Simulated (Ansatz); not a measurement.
# SiGe: the cost of one run

Method: DFT PBEsol, scalar-relativistic, plane waves, PAW, in Ansatz 0.2.0.

2 further runs of the same task are left out: 2 set aside as unsound or not needed.

## 1. Starting point

Symmetry: P6_3mc, No. 186, hexagonal system. The conventional cell has a = 3.900 Å, b = 3.900 Å, c = 6.443 Å, α = 90.00°, β = 90.00°, γ = 120.00°. Si (site symmetry 3m) is surrounded by 4 Ge at 2.39 to 2.41 Å. Ge (site symmetry 3m) is surrounded by 4 Si at 2.39 to 2.41 Å.

Coordinates:

```
CELL_PARAMETERS angstrom
3.90047 0.00000 0.00000
-1.95023 3.37790 0.00000
0.00000 0.00000 6.44316
ATOMIC_POSITIONS crystal
Si 0.66667 0.33333 0.87455
Si 0.33333 0.66667 0.37455
Ge 0.66667 0.33333 0.50045
Ge 0.33333 0.66667 0.00045
```

It goes back to an entry of the Materials Project, which need not be the stable form.

This cell was relaxed beforehand with the same method: volume 21.22 Å³/atom, gap on the mesh 0.35 eV.

## 2. Plan of the line

The energy is mapped over volume and the cell's shape.

The axes are (1) volume per atom: 5 values from 19.52 to 22.92 Å³; (2) c/a of the conventional cell: 5 values from 1.377 to 1.982.

Nothing else is relaxed (fractional coordinates fixed). Energies count from the relaxed crystal. Points are written as (first, second).

## 3. Grid point (22.92 Å³, 1.377)

input.yaml

```yaml
crystal:
  lattice:
    - [4.2521606111, 0.0, 0.0]
    - [-2.1260803055, 3.6824791102, 0.0]
    - [0.0, 0.0, 5.8552251615]
  atoms:
    - { symbol: Si, position: [0.6666666667, 0.3333333333, 0.8745463082] }
    - { symbol: Si, position: [0.3333333333, 0.6666666667, 0.3745463082] }
    - { symbol: Ge, position: [0.6666666667, 0.3333333333, 0.5004526918] }
    - { symbol: Ge, position: [0.3333333333, 0.6666666667, 0.0004526918] }
basis:
  ecutwfc: 420
kpoints:
  mp_grid: { grid: [12, 12, 6] }
hamiltonian:
  xc: pbesol
  pseudopotentials: { kind: paw, azcp: { folder: soft_1 } }
scf:
  occupations: { method: gaussian, width: 0.03 }
output:
  forces: true
  stress: true
  eigenvalues: true
```

Started as:

```console
> ansatz run input.yaml --threads 1 --pin off --max-ram 2048MiB --backend cpu --events-out ev --progress --plain --runs-dir out
```

Q: Estimate wall time and peak memory on 1 thread of Intel Xeon Platinum 8259CL at 2.50GHz (Skylake/Cascade Lake), shared host.

About 14 s, with a peak of 0.45 GiB.
